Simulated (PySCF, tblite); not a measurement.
**C4H8BO3 radical: geometry, infrared bands and EPR parameters**

What infrared bands and EPR parameters should C4H8BO3 radical (`CCB(O)OC[C]=O`) show?

Programs: tblite 0.8.0 and PySCF 2.14.0, with density-fitted response routines of our own. Each step states its level of theory. These are calculated values for one molecule in the gas phase, unless marked as measured. Atoms count from 0, in the outputs and in this text.

## (1) Starting geometry

16 atoms, charge 0, multiplicity 2; geometry from: force field or distance geometry start.

Bonds of the start (Å): C0–C1 1.51, C1–B2 1.61, B2–O3 1.47, B2–O4 1.46, O4–C5 1.42, C5–C6 1.50, C6–O7 1.22, C0–H8 1.11, C0–H9 1.12, C0–H10 1.10, C1–H11 1.12, C1–H12 1.12, O3–H13 0.98, C5–H14 1.12, C5–H15 1.10.

## (2) Optimising the geometry with GFN2-xTB

What the job is given:

```
{"job": {"kind": "relax", "xc": "GFN2-xTB", "basis": "xTB"}, "charge": 0, "multiplicity": 2}
C     -1.905300    -0.025900    -0.934100
C     -1.387800    -0.356300     0.445900
B     -0.108700     0.535500     0.830100
O     -0.263200     1.995800     0.941500
O      1.179300    -0.097400     1.122800
C      1.916500    -0.179300    -0.083300
C      3.238000    -0.820000     0.202500
O      3.294800    -1.966200     0.622700
H     -2.777200    -0.678400    -1.163700
H     -2.252900     1.034700    -0.972000
H     -1.133100    -0.195500    -1.704100
H     -1.092900    -1.434700     0.486900
H     -2.184800    -0.189900     1.220100
H     -0.051100     2.339100     0.044800
H      2.128200     0.843300    -0.493200
H      1.392500    -0.796000    -0.833500
```

The run is started by

```bash
$ OMP_NUM_THREADS=1 python probes_run.py task.json out
```

This one command runs all jobs of the session in turn.

**Question.** This job is followed by: GFN2-xTB harmonic vibrations, gas phase; UKS B3LYP, pcH-1 on B C H O, non-relativistic, mean-field spin-orbit, GIAO. Predict these results of the whole session: strongest single infrared mode (GFN2-xTB); zero-point energy (GFN2-xTB); g(iso) (B3LYP); ⟨S²⟩; largest a(iso) (averaged by class); potential on the surface of density 0.002 e/bohr³, 1st and 99th percentile.

As calculated:

| quantity | value |
| --- | --- |
| strongest single infrared mode (GFN2-xTB) | 1181 cm⁻¹, 346 km/mol |
| zero-point energy (GFN2-xTB) | 75.7 kcal/mol |
| g(iso) (B3LYP) | 2.00074 |
| ⟨S²⟩ | 0.753 (exact 0.75) |
| largest a(iso) (averaged by class) | 13C on C6, 325.5 MHz |
| potential on the surface of density 0.002 e/bohr³, 1st and 99th percentile | -1.24 V and 2.55 V |

In words: Over 156 steps the energy fell by 1.858 eV; of the close pairs, B2–O3 changed most, 1.473 to 1.348 Å. All 42 modes are real, so the xTB geometry is a minimum. The strongest single mode, at 1181 cm⁻¹, moves mainly B2. Unscaled tight-binding wavenumbers are off by several per cent, some by more. Its intensities can rank the bands wrongly. The largest share of the spin, 0.63 e, sits on C6. The isotropic g lies 1.6 ppt below the free-electron value. These values are for one conformer; the search (at its own cheap level) found 2 more, at 0.81, 1.25 kcal/mol, and measured spectra average over such forms.
